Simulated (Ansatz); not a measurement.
# NaSrCl3: the cost of one run

Program: Ansatz 0.2.0. PAW datasets, plane waves. Spin-unpolarised throughout. Whether this structure exists isn't addressed.

### 1 Starting point

The unstrained cell was relaxed with r2SCAN; in each strained cell the atoms were relaxed again with r2SCAN. Names of k-points are those of the unstrained zone, where strain can split equivalent points. First state: no strain.

The symmetry is Pm-3m (No. 221, cubic); a = 5.625 Å in the conventional setting, 35.60 Å³ an atom. Na has 12 Cl at 3.98 Å; Sr has 6 Cl at 2.81 Å; Cl has 2 Sr at 2.81 Å and 4 Na at 3.98 Å.

Structure file:

```
CELL_PARAMETERS angstrom
5.62527 0.00000 0.00000
0.00000 5.62527 0.00000
0.00000 0.00000 5.62527
ATOMIC_POSITIONS crystal
Na 0.00000 0.00000 0.00000
Sr 0.50000 0.50000 0.50000
Cl 0.50000 0.50000 0.00000
Cl 0.50000 0.00000 0.50000
Cl 0.00000 0.50000 0.50000
```

### 2 No strain: PBE

input.yaml

```yaml
crystal:
  lattice:
    - [5.6252683343, 0.0, 0.0]
    - [0.0, 5.6252683343, 0.0]
    - [0.0, 0.0, 5.6252683343]
  atoms:
    - { symbol: Na, position: [0.0, 0.0, 0.0] }
    - { symbol: Sr, position: [0.5, 0.5, 0.5] }
    - { symbol: Cl, position: [0.5, 0.5, 0.0] }
    - { symbol: Cl, position: [0.5, 0.0, 0.5] }
    - { symbol: Cl, position: [0.0, 0.5, 0.5] }
kpoints:
  mp_grid: { grid: [4, 4, 4] }
  band_path:
    path: [[0.0, 0.0, 0.0], [0.0, 0.5, 0.0], [0.5, 0.5, 0.0], [0.5, 0.5, 0.5]]
    npoints: 1
hamiltonian:
  xc: pbe
scf:
  occupations: { method: fermi_dirac, width: 0.02 }
  n_extra_bands: 5
output:
  forces: true
  stress: true
  eigenvalues: true
  write_density: true
  write_potential: true
  elf: true
  volumetric_format: npy
```

Started as:

```console
> ansatz run input.yaml --threads 4 --pin off --max-ram 4608MiB --backend cpu --events-out ev --progress --plain --runs-dir out
```

Q: Estimate wall time and peak memory on 4 threads of Arm Neoverse N1, shared host.

About 2.4 s, with a peak of 0.43 GiB.
